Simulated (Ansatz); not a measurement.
This script drives the Python package of Ansatz (0.2.0).

The script, `mnbr2_lr_u.py`:
```python
# -*- coding: utf-8 -*-
import ansatz as az

xtal = (
    az.Lattice.of((3.82, 0.0, 0.0), (-1.91, 3.30822, 0.0), (0.0, 0.0, 6.19))
    .atom("Mn", (0.0, 0.0, 0.0))
    .atom("Br", (1 / 3, 2 / 3, 0.25))
    .atom("Br", (2 / 3, 1 / 3, 0.75))
    .moments(Mn=5.2)
)

base = (
    xtal.calculation()
    .functional("pbesol")
    .kpoints(8, 8, 5)
    .occupations("Fermi-Dirac")
    .spin("collinear")
    .hubbard("Mn", "d", u_eff="linear-response")
    .hubbard_response(amplitude=0.05)
    .band_table()
)
found = []


def keep(event):
    if event["event"] == "lr_u_result":
        found.append(event["data"])


done = base.session().plan().execute(on_event=keep)
r = done.report
for orbit in found[-1]["orbits"]:
    print(f"sites {orbit['sites']}: n0 = {orbit['n0']:.3f}, chi0 = {orbit['chi0_per_ev']:.4f}/eV, chi = {orbit['chi_per_ev']:.4f}/eV, U = {orbit['u_ev']:.2f} eV")
print("cycles:", found[-1]["n_cycles"], " band edges:", r.get("band_edges_ev"))
print(f"net moment {r['magnetization_mub']:.3f} muB, absolute {r['absolute_magnetization_mub']:.3f} muB")
for index, (site, m) in enumerate(zip(done.lattice.sites, r["site_moments_mub"])):
    print(f"  {index:2d} {site.symbol:2s} {m:7.3f}")
```

It is started by `python mnbr2_lr_u.py`. How long does it take on 1 thread of Arm Neoverse V2, with other jobs on the host, and how much memory does it need?

It took about 27 s, with a peak of 0.52 GiB, for 1 run of the engine.

Running `python mnbr2_lr_u.py` prints:
```text
DeckWarning: basis.ecutwfc = 420 eV, auto-derived from the records' recommended cutoffs: set by Mn (normal level)
sites [0]: n0 = 5.373, chi0 = -0.1275/eV, chi = -0.0876/eV, U = 3.57 eV
cycles: 1  band edges: None
net moment 5.000 muB, absolute 5.000 muB
   0 Mn   4.537
   1 Br   0.060
   2 Br   0.060
```
(Warnings from the package without file and line.)

Reading the output:
- The magnetic order follows from the starting moments and needn't be the lowest.
- Of the deposited cell: the entry's cell lengths or inner coordinates differ somewhat from later room-temperature determinations.
- The structure is a deposited one; some such entries were measured under pressure or heat, so a shift against it needn't be the functional's error alone.
- Levels are Kohn-Sham eigenvalues on this mesh, without spin-orbit coupling.
- The computed U depends on the projectors, on the cell (the perturbed atoms see their images) and on the spin treatment typed in the script; a run with no .spin step is spin-unpolarised.
